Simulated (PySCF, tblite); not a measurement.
**C₄H₇O₂PSi₂: geometry, infrared bands and NMR shifts**

Aim: predict the infrared bands and NMR shifts of C₄H₇O₂PSi₂ (`C#CC(=O)C(=O)[SiH2][SiH2]P`).

Computed with tblite 0.8.0 and PySCF 2.14.0, with density-fitted response routines of our own, on a single molecule in the gas phase. Atoms are numbered from 0 throughout.

## 1. The starting structure

16 atoms, charge 0, multiplicity 1; geometry from: force field or distance geometry start.

Bonds of the start (Å): C0–C1 1.19, C1–C2 1.45, C2–O3 1.26, C2–C4 1.45, C4–O5 1.28, C4–Si6 1.84, Si6–Si7 2.22, Si7–P8 2.21, C0–H9 1.08, Si6–H10 1.48, Si6–H11 1.48, Si7–H12 1.46, Si7–H13 1.48, P8–H14 1.43, P8–H15 1.46.

## 2. Optimising the geometry with GFN2-xTB

The job: settings as JSON, then the geometry in Å.

```
{"job": {"kind": "relax", "xc": "GFN2-xTB", "basis": "xTB"}, "charge": 0, "multiplicity": 1}
C     -4.315000     0.545500     1.118900
C     -3.147400     0.400900     0.911100
C     -1.729200     0.200300     0.691900
O     -0.962500     1.038700     1.242000
C     -1.201100    -0.868900    -0.130700
O     -1.966000    -1.708200    -0.713600
Si     0.601000    -1.074400    -0.412800
Si     1.721000     0.843000    -0.301000
P      3.303700     0.600200     1.224600
H     -5.366000     0.687200     1.309200
H      1.172100    -1.984100     0.602000
H      0.900800    -1.714300    -1.716800
H      2.350600     1.076900    -1.600300
H      0.841700     1.980800     0.036900
H      3.220400    -0.718000     1.761000
H      4.568400     0.703600     0.501100
```

Launch:

```bash
> OMP_NUM_THREADS=1 python probes_run.py task.json out
```

One launch serves the whole session: the jobs run in the order shown.

**Question.** This job is followed by: GFN2-xTB harmonic vibrations, gas phase; GIAO PBE0/pcSseg-1 NMR shielding, non-relativistic, gas phase. What will the session give for the following? strongest single infrared mode (GFN2-xTB); zero-point energy (GFN2-xTB); 13C shifts against TMS (PBE0/pcSseg-1); 1H shifts against TMS (PBE0/pcSseg-1, means over atoms taken as alike); 17O shifts against H2O (PBE0/pcSseg-1); 29Si shifts against TMS (PBE0/pcSseg-1); 31P shifts against H3PO4 (PBE0/pcSseg-1).

As calculated:

| quantity | value |
| --- | --- |
| strongest single infrared mode (GFN2-xTB) | 1728 cm⁻¹, 374 km/mol |
| zero-point energy (GFN2-xTB) | 53.9 kcal/mol |
| 13C shifts against TMS (PBE0/pcSseg-1) | 248.1, 192.8, 111.5, 81.7 ppm |
| 1H shifts against TMS (PBE0/pcSseg-1, means over atoms taken as alike) | 4.11, 4.00, 3.95, 1.76 ppm |
| 17O shifts against H2O (PBE0/pcSseg-1) | 891.9, 661.7 ppm |
| 29Si shifts against TMS (PBE0/pcSseg-1) | -69.8, -85.4 ppm |
| 31P shifts against H3PO4 (PBE0/pcSseg-1) | -284.1 ppm |

The optimisation took 249 steps and gained 1.228 eV; among the close pairs (by a distance rule), Si6–Si7 changed most, from 2.223 to 2.340 Å. No mode is imaginary among the 42: a minimum at this level. The strongest single mode, at 1728 cm⁻¹, moves mainly C4 and O5. GFN2-xTB is a fitted tight-binding method: band positions and strengths are rough. Its intensities can rank the bands wrongly. At PBE0/pcSseg-1: Shielding is most anisotropic at O5 (span 1901 ppm, paramagnetic term -953 ppm).
